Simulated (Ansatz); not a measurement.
# NaRuS2: the cost of one run

Program: Ansatz 0.2.0. Level of theory: DFT PBE+U (U_eff = 3 eV on Ru d), plane waves, PAW. These are calculated values, not measurements.

**1. The starting structure**

It takes space group R-3m (No. 166, trigonal). The conventional cell has a = 3.711 Å, b = 3.711 Å, c = 20.208 Å, α = 90.00°, β = 90.00°, γ = 120.00°. Na (site symmetry -3m) has 6 S at 2.95 Å in its first shell of neighbours. Ru (site symmetry -3m) is surrounded by 6 S at 2.53 Å. S (site symmetry 3m) has 3 Ru at 2.53 Å and 3 Na at 2.95 Å in its first shell of neighbours.

As a file:

```cif
data_structure
_symmetry_space_group_name_H-M 'R-3m:H'
_symmetry_Int_Tables_number 166
_cell_length_a 3.7110
_cell_length_b 3.7110
_cell_length_c 20.2083
_cell_angle_alpha 90.000
_cell_angle_beta 90.000
_cell_angle_gamma 120.000
_cell_volume 241.01
loop_
_atom_site_label
_atom_site_type_symbol
_atom_site_symmetry_multiplicity
_atom_site_Wyckoff_symbol
_atom_site_fract_x
_atom_site_fract_y
_atom_site_fract_z
_atom_site_occupancy
Na1 Na 3 b 0.33333 0.66667 0.16667 1
Ru1 Ru 3 a 0.00000 0.00000 0.00000 1
S1 S 6 c 0.00000 0.00000 0.26670 1
```

Magnetic order typed: ferromagnetic.

An earlier series on this cell reached its lowest free state from «from atoms, default search», perhaps among other starts.

**2. Random orbitals: single harmonics, second filling**

input.yaml

```yaml
crystal:
  lattice:
    - [1.85548065, 1.07126225, 6.73610279]
    - [-1.85548065, 1.07126225, 6.73610279]
    - [0.0, -2.1425245, 6.73610279]
  atoms:
    - { symbol: Na, position: [0.5, 0.5, 0.5] }
    - { symbol: Ru, position: [0.0, 0.0, 0.0], spin: 1.0 }
    - { symbol: S, position: [0.2667, 0.2667, 0.2667] }
    - { symbol: S, position: [0.7333, 0.7333, 0.7333] }
basis:
  ecutwfc: 420
  ecutrho_ratio: 4
kpoints:
  mp_grid: { grid: [6, 6, 6] }
hamiltonian:
  xc: pbe
  hubbard:
    sites:
      - { site: 1, l: d, u_eff: 3.0, starting_ns: [{ spin: up, occupation_matrix: s1up }, { spin: down, occupation_matrix: s1down }] }
    occupation_matrices:
      s1up:
        matrix:
          - [0.97, 0.0, 0.0, 0.0, 0.0]
          - [0.0, 0.97, 0.0, 0.0, 0.0]
          - [0.0, 0.0, 0.02, 0.0, 0.0]
          - [0.0, 0.0, 0.0, 0.02, 0.0]
          - [0.0, 0.0, 0.0, 0.0, 0.97]
      s1down:
        matrix:
          - [0.02, 0.0, 0.0, 0.0, 0.0]
          - [0.0, 0.02, 0.0, 0.0, 0.0]
          - [0.0, 0.0, 0.97, 0.0, 0.0]
          - [0.0, 0.0, 0.0, 0.97, 0.0]
          - [0.0, 0.0, 0.0, 0.0, 0.02]
    ns_hold: { iters: 12 }
scf:
  occupations: { method: gaussian, width: 0.05 }
  lower_state_search: "off"
  max_iter: 150
output:
  forces: true
  stress: true
  eigenvalues: true
  populations: true
  hubbard: { sites: [{ site: 1, l: d }] }
magnetization:
  spin_polarized: true
```

The typed matrices put 0.97 on the chosen orbitals and 0.02 on the others, and are held for 12 cycles.

Launch:

```bash
$ ansatz run input.yaml --threads 2 --pin off --max-ram 3072MiB --backend cpu --events-out ev --progress --plain --runs-dir out
```

Q: Estimate wall time and peak memory on 2 threads of Intel Xeon Platinum 8488C (Sapphire Rapids), shared host.

About 20 s, with a peak of 0.59 GiB.
